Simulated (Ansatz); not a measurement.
# BrH2NSi: the cost of one run

Program: Ansatz 0.2.0. Level of theory: RKS PBE0/def2-mTZVP. These are calculated values, not measurements.

## Step 1: The structure to begin with

Bond lengths: N1–Si2 1.606 Å, Si2–Br3 2.211 Å, N1–H4 1.007 Å, Si2–H5 1.449 Å. Angles: N1–Si2–Br3 111.7°, N1–Si2–H5 144.0°, Br3–Si2–H5 104.3°, Si2–N1–H4 126.1°.

Coordinates:

```xyz
5

N    -0.6309   -1.0720    0.0721
Si    0.2608    0.2633    0.0198
Br   -0.8623    1.9652   -0.8360
H    -0.3339   -1.9700    0.4191
H     1.5663    0.8135    0.3250
```

## Step 2: Relaxing end A

input.yaml reads:

```yaml
crystal:
  periodic: [false, false, false]
  atoms:
    - { symbol: "N", position_ang: [-0.63087, -1.072, 0.07211] }
    - { symbol: Si, position_ang: [0.26076, 0.26329, 0.01983] }
    - { symbol: Br, position_ang: [-0.86229, 1.96516, -0.83604] }
    - { symbol: H, position_ang: [-0.33391, -1.97, 0.4191] }
    - { symbol: H, position_ang: [1.56631, 0.81355, 0.325] }
basis:
  gaussian: { orbitals: def2-mTZVP }
hamiltonian:
  xc: pbe0
relax:
  f_tol: 0.015
  max_steps: 40
output:
  orbitals: {}
```

The run is started by

```bash
> ansatz run input.yaml --threads 1 --pin off --max-ram 2048MiB --backend cpu --events-out ev --progress --plain --runs-dir out
```

**Question.** How long does this run take on 1 thread of Arm Neoverse V1, shared host, and how much memory does it need?

About 23 s, with a peak of 0.16 GiB.
